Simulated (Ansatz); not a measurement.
# Be2ZnTe2Se: a trial structure relaxed

The task: take a trial cell of Be2ZnTe2Se to zero force and stress.

Computed with Ansatz 0.2.0 (DFT PBE, scalar-relativistic, plane waves, PAW, unless a step's input says otherwise).

### Step 1. Starting point

It takes space group Cmmm (No. 65, orthorhombic). Conventional cell: a = 5.665 Å, b = 9.432 Å, c = 4.563 Å, α = 90.00°, β = 90.00°, γ = 90.00°. Be (site symmetry m2m) has 2 Se at 2.76 Å and 4 Te at 2.80 Å and 3 Be at 3.10 to 3.26 Å and 3 Zn at 3.17 to 3.23 Å in its first shell of neighbours. Around Zn (site symmetry mmm) lie 6 Be at 3.17 to 3.23 Å and 8 Te at 3.57 Å and 4 Se at 3.64 Å. Around Te (site symmetry 2/m) lie 2 Se at 2.75 Å and 4 Be at 2.80 Å and 2 Te at 2.83 Å and 4 Zn at 3.57 Å. Around Se (site symmetry mmm) lie 4 Te at 2.75 Å and 4 Be at 2.76 Å and 4 Zn at 3.64 Å.

Coordinates:

```cif
data_structure
_symmetry_space_group_name_H-M 'Cmmm'
_symmetry_Int_Tables_number 65
_cell_length_a 5.6653
_cell_length_b 9.4316
_cell_length_c 4.5632
_cell_angle_alpha 90.000
_cell_angle_beta 90.000
_cell_angle_gamma 90.000
_cell_volume 243.82
loop_
_atom_site_label
_atom_site_type_symbol
_atom_site_symmetry_multiplicity
_atom_site_Wyckoff_symbol
_atom_site_fract_x
_atom_site_fract_y
_atom_site_fract_z
_atom_site_occupancy
Be1 Be 4 i 0.50000 0.83582 0.00000 1
Zn1 Zn 2 a 0.00000 0.00000 0.00000 1
Te1 Te 4 f 0.25000 0.75000 0.50000 1
Se1 Se 2 c 0.50000 0.00000 0.50000 1
```

A structure generator made this guess: species swapped into a database cell of CeAlCu2Ni2 (Cmmm, No. 65), with Zn on the Ce sites, Se on the Al sites, Te on the Cu sites and Be on the Ni sites. Its size is a rough estimate.

### Step 2. The guess as it stands, on a coarse mesh

File input.yaml:

```yaml
crystal:
  lattice:
    - [2.83264114, -4.71580307, 0.0]
    - [2.83264114, 4.71580307, 0.0]
    - [0.0, 0.0, 4.56318867]
  atoms:
    - { symbol: Be, position: [0.66418099, 0.33581901, 0.0] }
    - { symbol: Be, position: [0.33581901, 0.66418099, 0.0] }
    - { symbol: Zn, position: [0.0, 0.0, 0.0] }
    - { symbol: Te, position: [0.5, 0.0, 0.5] }
    - { symbol: Te, position: [0.0, 0.5, 0.5] }
    - { symbol: Se, position: [0.5, 0.5, 0.5] }
basis:
  ecutwfc: 420
kpoints:
  mp_grid: { grid: [4, 4, 4] }
hamiltonian:
  xc: pbe
scf:
  occupations: { method: gaussian, width: 0.1 }
  lower_state_search: "off"
output:
  forces: true
  stress: true
  eigenvalues: true
```

On the command line:

```console
ansatz run input.yaml --threads 1 --pin off --max-ram 2560MiB --backend cpu --events-out ev --progress --plain --runs-dir out
```

The session goes on with these runs: coarse relaxation; final relaxation.

What does the calculation give? Wanted: conventional cell; volume; energy over the elements; gap on the mesh.

**Answer**, as computed:

```
                              quantity                                                                       value
symmetry at the end (tolerance 0.05 Å)                                                   space group Cmmm (No. 65)
                     conventional cell  a = 6.210 Å, b = 13.071 Å, c = 3.339 Å, α = 90.00°, β = 90.00°, γ = 90.00°
                                volume                                                               22.58 Å³/atom
              energy over the elements                                                               +0.31 eV/atom
                       gap on the mesh                                                                none (metal)
```

**Reading.** The space group Cmmm (No. 65) is kept, and the volume per atom grows by 11.1 % from the first guess. The formation energy is positive, so the separate elements lie lower. No finished test with a distortion of lower symmetry is shown, so the end may be a saddle point. Spin-orbit coupling is left out for Te.
